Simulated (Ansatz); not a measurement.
**BGePH+ (triplet): the correlation ladder, cc-pVTZ**

Aim: climb from Hartree-Fock through coupled cluster for BGePH+ (triplet) at one geometry and basis, and see what each rung misses.

Program: Ansatz 0.2.0, Gaussian basis. Level of theory: cc-pVTZ, core rule «outside noble gas», up to 20 orbitals frozen. These are calculated values, not measurements.

The runs, in order: UHF; CCSD(T) on ROHF; CCSD(T) on UHF; BCCD(T) on ROHF; CCSDT(Q) on ROHF; CCSDT(Q) on UHF.

3 further runs of the same task are left out: 3 set aside as unsound or not needed. Runs told in other sessions of the task aren't counted.

## 1. The geometry

The geometry is a PBE0/def2-TZVP stationary point (not a proven minimum) of the parent state, kept for this charge and spin. No spin-orbit coupling is included. The filled d shell of Ge may be among the frozen orbitals whatever the setting's name suggests.

4 atoms, charge 1, spin multiplicity 3.

Atoms are counted from 1 here; the program's logs count them from 0.

Bond lengths: B1–Ge2 1.915 Å, B1–H4 1.182 Å, Ge2–P3 2.037 Å. Angles: Ge2–B1–H4 148.7°, B1–Ge2–P3 165.4°.

In the tables R marks a restricted open-shell determinant and U an unrestricted one; energies count from the table's Hartree-Fock row.

## 2. UHF

File in.yaml:

```yaml
crystal:
  periodic: [false, false, false]
  atoms:
    - {symbol: B, position_ang: [0.000018, -0.243966, 1.173147]}
    - {symbol: Ge, position_ang: [0.000018, 0.105928, -0.709609]}
    - {symbol: P, position_ang: [0.000010, -0.038223, -2.741853]}
    - {symbol: H, position_ang: [-0.000047, 0.176261, 2.278315]}
basis:
  gaussian: {orbitals: cc-pVTZ}
total_charge: 1
magnetization: {spin_polarized: true, initial_magnetization: 2}
hamiltonian: {xc: hf}
output: {orbitals: {seedname: orbitals}}
```

On the command line:

```
ansatz run in.yaml --threads 1 --pin off --events-out ev --progress --plain --max-ram 4096MiB --backend cpu
```

Output:

```text
Functional definition: HF
  name "HF"
  cite "Fock, Z. Phys. 61, 126 (1930) doi:10.1007/BF01340294"
  parent pbe
  exchange = exact_x
  correlation = 0
1138 factors; their error is unknown
mean field evaluation 1: about -66421.1213 eV, gradient 1.1e1 eV
mean field evaluation 2: about -66422.2246 eV, gradient 5.1e0 eV
mean field evaluation 4: about -66422.5777 eV, gradient 9.4e-1 eV
mean field evaluation 8: about -66422.6335 eV, gradient 5.3e-1 eV
mean field evaluation 16: about -66424.0201 eV, gradient 1.4e-3 eV
mean field evaluation 32: about -66422.8385 eV, gradient 3.2e-1 eV
mean field evaluation 64: about -66423.8895 eV, gradient 2.1e-1 eV
mean field evaluation 96: about -66423.9461 eV, gradient 5.6e-1 eV
mean field evaluation 128: about -66423.4095 eV, gradient 1.3e0 eV
mean field evaluation 160: about -66423.5351 eV, gradient 3.0e0 eV
mean field evaluation 192: about -66420.2551 eV, gradient 7.3e0 eV
mean field evaluation 224: about -66422.2256 eV, gradient 5.1e0 eV
mean field evaluation 256: about -66423.7677 eV, gradient 1.9e-5 eV
mean field evaluation 288: about -66423.9197 eV, gradient 4.8e-1 eV
mean field -66424.02011579 eV, -2441.0377154372 hartree, gradient 7.3e-6 eV, S^2 2.559965; 8 other end points of the search recorded, 0 dependent functions left out
reference -66424.02011579 eV, -2441.0377154372 hartree; 27, 25 occupied and 94, 96 virtual orbitals, 1138 factors
Total energy: -66424.02011579 eV, -2441.0377154372 hartree
```

Wall time 29 s (1 thread of AMD EPYC 7R13, shared host); peak memory 0.47 GiB.

From the report: ⟨S²⟩ of the determinant 2.560 (pure triplet: 2.00). The determinant of HF (⟨S²⟩ 2.56) is far from a pure spin state, so its energy mixes those of several spin states; that is harmless only where they are near-degenerate.

## 3. CCSD(T) on ROHF

Changes to in.yaml since step 2:

```diff
@@ -10,4 +10,3 @@
 total_charge: 1
-magnetization: {spin_polarized: true, initial_magnetization: 2}
-hamiltonian: {xc: hf}
-output: {orbitals: {seedname: orbitals}}
+magnetization: {spin_polarized: false, initial_magnetization: 2}
+correlation: {method: ccsd_t, electrons: outside_noble_gas}
```

On the command line:

```
ansatz run in.yaml --threads 2 --pin off --events-out ev --progress --plain --max-ram 24576MiB --backend cuda --devices 0, --max-vram 18GiB
```

Output, shortened:

```text
Functional definition: HF
  name "HF"
  cite "Fock, Z. Phys. 61, 126 (1930) doi:10.1007/BF01340294"
  parent pbe
[...]
738 factors; integrals over basis functions are off by at most 9.6e-4 eV
[...]
mean field -66423.55712201 eV, -2441.0207007296 hartree, gradient 2.6e-6 eV, S^2 2.000000; 13 other end points of the search recorded, 0 dependent functions left out
[...]
determinant -66423.55712201 eV, -2441.0207007296 hartree, with singles and doubles -66432.06733229 eV, -2441.3334451891 hartree
determinant -66423.26008885 eV, -2441.0097849626 hartree, with singles and doubles -66431.76613652 eV, -2441.3223764489 hartree
determinant -66423.24465465 eV, -2441.0092177660 hartree, with singles and doubles -66431.79728678 eV, -2441.3235211995 hartree
determinant -66422.87833341 eV, -2440.9957557088 hartree, with singles and doubles -66431.44997484 eV, -2441.3107577214 hartree
[...]
determinant -66423.24465465 eV, -2441.0092177660 hartree, with singles and doubles -66431.67879434 eV, -2441.3191666830 hartree
determinant -66423.47360329 eV, -2441.0176314733 hartree, with singles and doubles -66432.06305420 eV, -2441.3332879722 hartree
determinant -66423.47360329 eV, -2441.0176314733 hartree, with singles and doubles -66431.94219796 eV, -2441.3288465874 hartree
unrestricted determinant -66424.02097842 eV, -2441.0377471386 hartree, S^2 2.5600
20 core orbitals not correlated: weight in the atoms' cores, before any rotation towards them, 0.999 or more for the frozen orbitals, at most 0.001 for the correlated occupied ones
reference -66423.55712201 eV, -2441.0207007296 hartree; 7, 5 occupied and 94, 96 virtual orbitals, 738 factors
second order -7.23244926 eV of doubles, -0.12179358 eV of singles
cycle   1  -8.39243042 eV  change    1.3e-7 eV  update   4.2e-6
perturbative correction -0.51956172 eV, -0.0190935409 hartree
Total energy: -66432.46911414 eV, -2441.3482103998 hartree
```

Wall time 16 s (1 × H100 (card shared with other runs) with 2 threads of AMD EPYC 7R13, shared host); peak host memory 0.84 GiB.

From the report: correlation -8.9120 eV; T1 0.035; largest double amplitude 0.13.

## 4. CCSD(T) on UHF

Changes to in.yaml since step 3:

```diff
@@ -10,3 +10,3 @@
 total_charge: 1
-magnetization: {spin_polarized: false, initial_magnetization: 2}
+magnetization: {spin_polarized: true, initial_magnetization: 2}
 correlation: {method: ccsd_t, electrons: outside_noble_gas}
```

Launched as before.

Output, shortened:

```text
Functional definition: HF
  name "HF"
  cite "Fock, Z. Phys. 61, 126 (1930) doi:10.1007/BF01340294"
  parent pbe
[...]
738 factors; integrals over basis functions are off by at most 9.6e-4 eV
[...]
mean field -66424.02097842 eV, -2441.0377471386 hartree, gradient 2.5e-6 eV, S^2 2.559965; 26 other end points of the search recorded, 0 dependent functions left out
determinant -66424.02097842 eV, -2441.0377471386 hartree, with singles and doubles -66431.98671630 eV, -2441.3304826063 hartree
determinant -66423.92593589 eV, -2441.0342543897 hartree, with singles and doubles -66431.95088197 eV, -2441.3291657188 hartree
determinant -66423.77427693 eV, -2441.0286810258 hartree, with singles and doubles -66431.70418077 eV, -2441.3200996170 hartree
determinant -66423.69851086 eV, -2441.0258966741 hartree, with singles and doubles -66431.76749709 eV, -2441.3224264488 hartree
[...]
determinant -66423.69815499 eV, -2441.0258835962 hartree, with singles and doubles -66431.62014592 eV, -2441.3170113932 hartree
determinant -66423.45473776 eV, -2441.0169381778 hartree, with singles and doubles -66431.68385604 eV, -2441.3193526970 hartree
determinant -66423.26358632 eV, -2441.0099134922 hartree, with singles and doubles -66431.36278335 eV, -2441.3075534930 hartree
determinant -66423.76854586 eV, -2441.0284704129 hartree, with singles and doubles -66432.05949392 eV, -2441.3331571344 hartree
20 core orbitals not correlated: weight in the atoms' cores, before any rotation towards them, 0.999 or more for the frozen orbitals, at most 0.001 for the correlated occupied ones
reference -66424.02097842 eV, -2441.0377471386 hartree; 7, 5 occupied and 94, 96 virtual orbitals, 738 factors
second order -6.49185812 eV of doubles, -0.00000000 eV of singles
cycle   1  -7.91530018 eV  change    2.4e-6 eV  update   4.6e-6
perturbative correction -0.48766883 eV, -0.0179214989 hartree
Total energy: -66432.42394743 eV, -2441.3465505539 hartree
```

It took 69 s on 1 × H100 (card shared with other runs) with 2 threads of AMD EPYC 7R13, shared host; peak host memory 0.87 GiB.

From the report: ⟨S²⟩ of the determinant 2.560 (pure triplet: 2.00); correlation -8.4030 eV; T1 0.068; largest double amplitude 0.13. The determinant of CCSD(T) (⟨S²⟩ 2.56) is far from a pure spin state, so its energy mixes those of several spin states; high orders of coupled cluster remove much of that, low ones don't.

## 5. BCCD(T) on ROHF

Changes to in.yaml since step 4:

```diff
@@ -10,3 +10,3 @@
 total_charge: 1
-magnetization: {spin_polarized: true, initial_magnetization: 2}
-correlation: {method: ccsd_t, electrons: outside_noble_gas}
+magnetization: {spin_polarized: false, initial_magnetization: 2}
+correlation: {method: bccd_t, electrons: outside_noble_gas}
```

Same command.

Output, shortened:

```text
Functional definition: HF
  name "HF"
  cite "Fock, Z. Phys. 61, 126 (1930) doi:10.1007/BF01340294"
  parent pbe
[...]
738 factors; integrals over basis functions are off by at most 9.6e-4 eV
[...]
mean field -66423.55712201 eV, -2441.0207007296 hartree, gradient 2.6e-6 eV, S^2 2.000000; 13 other end points of the search recorded, 0 dependent functions left out
[...]
determinant -66423.55712201 eV, -2441.0207007296 hartree, with singles and doubles -66432.06733229 eV, -2441.3334451891 hartree
determinant -66423.26008885 eV, -2441.0097849626 hartree, with singles and doubles -66431.76613652 eV, -2441.3223764489 hartree
determinant -66423.24465465 eV, -2441.0092177660 hartree, with singles and doubles -66431.79728678 eV, -2441.3235211995 hartree
determinant -66422.87833341 eV, -2440.9957557088 hartree, with singles and doubles -66431.44997484 eV, -2441.3107577214 hartree
[...]
determinant -66423.24465465 eV, -2441.0092177660 hartree, with singles and doubles -66431.67879434 eV, -2441.3191666830 hartree
determinant -66423.47360329 eV, -2441.0176314733 hartree, with singles and doubles -66432.06305420 eV, -2441.3332879722 hartree
determinant -66423.47360329 eV, -2441.0176314733 hartree, with singles and doubles -66431.94219796 eV, -2441.3288465874 hartree
unrestricted determinant -66424.02097842 eV, -2441.0377471386 hartree, S^2 2.5600
20 core orbitals not correlated: weight in the atoms' cores, before any rotation towards them, 0.999 or more for the frozen orbitals, at most 0.001 for the correlated occupied ones
reference -66423.55712201 eV, -2441.0207007296 hartree; 7, 5 occupied and 94, 96 virtual orbitals, 738 factors
second order -7.23244926 eV of doubles, -0.12179358 eV of singles
cycle   1  -8.36526946 eV  change    2.7e-2 eV  update   2.0e-2
[...]
cycle  15  -8.37016388 eV  change    3.4e-6 eV  update   1.1e-5
perturbative correction -0.54157528 eV, -0.0199025244 hartree
Total energy: -66432.46886116 eV, -2441.3482011030 hartree
```

Wall time 37 s (1 × H100 (card shared with other runs) with 2 threads of AMD EPYC 7R13, shared host); peak host memory 0.84 GiB.

From the report: correlation -8.9117 eV; largest double amplitude 0.13.

## 6. CCSDT(Q) on ROHF

Changes to in.yaml since step 5:

```diff
@@ -11,2 +11,2 @@
 magnetization: {spin_polarized: false, initial_magnetization: 2}
-correlation: {method: bccd_t, electrons: outside_noble_gas}
+correlation: {method: ccsdt_q, electrons: outside_noble_gas}
```

Same command.

Output, shortened:

```text
Functional definition: HF
  name "HF"
  cite "Fock, Z. Phys. 61, 126 (1930) doi:10.1007/BF01340294"
  parent pbe
[...]
1382 factors; integrals over basis functions are off by at most 2.1e-7 eV
[...]
mean field -66423.55714987 eV, -2441.0207017535 hartree, gradient 3.8e-6 eV, S^2 2.000000; 13 other end points of the search recorded, 0 dependent functions left out
[...]
determinant -66423.55714987 eV, -2441.0207017535 hartree, with singles and doubles -66432.06737949 eV, -2441.3334469236 hartree
determinant -66423.26011801 eV, -2441.0097860342 hartree, with singles and doubles -66431.76618281 eV, -2441.3223781500 hartree
determinant -66423.24468300 eV, -2441.0092188077 hartree, with singles and doubles -66431.79733418 eV, -2441.3235229416 hartree
determinant -66422.87836405 eV, -2440.9957568350 hartree, with singles and doubles -66431.45002224 eV, -2441.3107594630 hartree
[...]
determinant -66423.24468300 eV, -2441.0092188077 hartree, with singles and doubles -66431.67881484 eV, -2441.3191674364 hartree
determinant -66423.47363069 eV, -2441.0176324802 hartree, with singles and doubles -66432.06310024 eV, -2441.3332896641 hartree
determinant -66423.47363069 eV, -2441.0176324802 hartree, with singles and doubles -66431.94221814 eV, -2441.3288473290 hartree
unrestricted determinant -66424.02100656 eV, -2441.0377481727 hartree, S^2 2.5600
20 core orbitals not correlated: weight in the atoms' cores, before any rotation towards them, 0.999 or more for the frozen orbitals, at most 0.001 for the correlated occupied ones
reference -66423.55714987 eV, -2441.0207017535 hartree; 7, 5 occupied and 94, 96 virtual orbitals, 1382 factors
second order -7.23247421 eV of doubles, -0.12179367 eV of singles
cycle   1  -7.97593360 eV  change   -6.2e-1 eV  update   1.2e-1
[...]
cycle  40  -9.01125905 eV  change   -4.5e-7 eV  update   5.3e-7
perturbative correction -0.07471365 eV, -0.0027456758 hartree
Total energy: -66432.64312257 eV, -2441.3546050915 hartree
```

It took 56 s on 1 × H100 (card shared with other runs) with 2 threads of AMD EPYC 7R13, shared host; peak host memory 1.3 GiB.

From the report: correlation -9.0860 eV; T1 0.042; largest double amplitude 0.27.

## 7. CCSDT(Q) on UHF

Changes to in.yaml since step 6:

```diff
@@ -10,3 +10,3 @@
 total_charge: 1
-magnetization: {spin_polarized: false, initial_magnetization: 2}
+magnetization: {spin_polarized: true, initial_magnetization: 2}
 correlation: {method: ccsdt_q, electrons: outside_noble_gas}
```

The command is unchanged.

Output, shortened:

```text
Functional definition: HF
  name "HF"
  cite "Fock, Z. Phys. 61, 126 (1930) doi:10.1007/BF01340294"
  parent pbe
[...]
1382 factors; integrals over basis functions are off by at most 2.1e-7 eV
[...]
mean field -66424.02100656 eV, -2441.0377481727 hartree, gradient 2.1e-6 eV, S^2 2.559966; 26 other end points of the search recorded, 0 dependent functions left out
determinant -66424.02100656 eV, -2441.0377481727 hartree, with singles and doubles -66431.98675996 eV, -2441.3304842107 hartree
determinant -66423.92596553 eV, -2441.0342554791 hartree, with singles and doubles -66431.95092604 eV, -2441.3291673384 hartree
determinant -66423.77430590 eV, -2441.0286820904 hartree, with singles and doubles -66431.70422439 eV, -2441.3201012200 hartree
determinant -66423.69853883 eV, -2441.0258977021 hartree, with singles and doubles -66431.76754056 eV, -2441.3224280462 hartree
[...]
determinant -66423.45476644 eV, -2441.0169392321 hartree, with singles and doubles -66431.68387683 eV, -2441.3193534608 hartree
determinant -66423.26361559 eV, -2441.0099145679 hartree, with singles and doubles -66431.36280413 eV, -2441.3075542569 hartree
determinant -66423.76857410 eV, -2441.0284714506 hartree, with singles and doubles -66432.05953988 eV, -2441.3331588234 hartree
20 core orbitals not correlated: weight in the atoms' cores, before any rotation towards them, 0.999 or more for the frozen orbitals, at most 0.001 for the correlated occupied ones
reference -66424.02100656 eV, -2441.0377481727 hartree; 7, 5 occupied and 94, 96 virtual orbitals, 1382 factors
second order -6.49187786 eV of doubles, -0.00000000 eV of singles
cycle   1  -7.27791332 eV  change   -7.9e-1 eV  update   1.2e-1
[...]
cycle  50  -8.54671133 eV  change   -2.1e-7 eV  update   2.2e-7
perturbative correction -0.08967402 eV, -0.0032954594 hartree
Total energy: -66432.65739191 eV, -2441.3551294802 hartree
```

It took 95 s on 1 × H100 (card shared with other runs) with 2 threads of AMD EPYC 7R13, shared host; peak host memory 1.2 GiB.

From the report: ⟨S²⟩ of the determinant 2.560 (pure triplet: 2.00); correlation -8.6364 eV; T1 0.087; largest double amplitude 0.30. The determinant of CCSDT(Q) (⟨S²⟩ 2.56) is far from a pure spin state, so its energy mixes those of several spin states; high orders of coupled cluster remove much of that, low ones don't.

## 8. Misses and costs

No level here is safe as a reference; RCCSDT(Q) serves as a yardstick only. Rows without a time are mean-field rows or come out of runs for another level: lower rungs of the coupled-cluster runs, or the Hartree-Fock search.

Differences are taken before rounding.

| method | energy from the lowest ROHF (kcal/mol) | from RCCSDT(Q) (kcal/mol) | time |
| --- | --- | --- | --- |
| ROHF | 0.00 | +209.53 |  |
| UHF | -10.70 | +198.83 |  |
| RMP2 | -169.59 | +39.94 |  |
| UMP2 | -160.40 | +49.13 |  |
| RCCSD | -193.53 | +15.99 |  |
| UCCSD | -193.23 | +16.30 |  |
| RCCSD(T) | -205.52 | +4.01 | 16 s |
| UCCSD(T) | -204.47 | +5.05 | 69 s |
| BCCD(T) | -205.51 | +4.02 | 37 s |
| RCCSDT | -207.81 | +1.72 |  |
| UCCSDT | -207.79 | +1.74 |  |
| RCCSDT(Q) | -209.53 | 0 | 56 s |
| UCCSDT(Q) | -209.86 | -0.33 | 95 s |

Among the levels timed on like hardware and quicker than the yardstick, those that no quicker one beats, quickest first: RCCSD(T) (16 s, +4.01 kcal/mol).

## 9. Results

| quantity | value |
| --- | --- |
| RCCSDT(Q) from the ROHF energy | -9.0860 eV |
| RMP2 from RCCSDT(Q) | +39.94 kcal/mol |
| UMP2 from RCCSDT(Q) | +49.13 kcal/mol |
| RCCSD from RCCSDT(Q) | +15.99 kcal/mol |
| RCCSD(T) from RCCSDT(Q) | +4.01 kcal/mol |
| UCCSD(T) from RCCSDT(Q) | +5.05 kcal/mol |
| UCCSDT(Q) from RCCSDT(Q) | -0.33 kcal/mol |
| T1 diagnostic | 0.035 |

What this shows: RCCSD(T) lands +4.01 kcal/mol from the yardstick (1.9 % of the correlation energy). CCSD(T) misses by +4.01 kcal/mol on the restricted determinant and by +5.05 kcal/mol on the unrestricted one; the two need not hold the same state or core. Warnings: spin contamination.
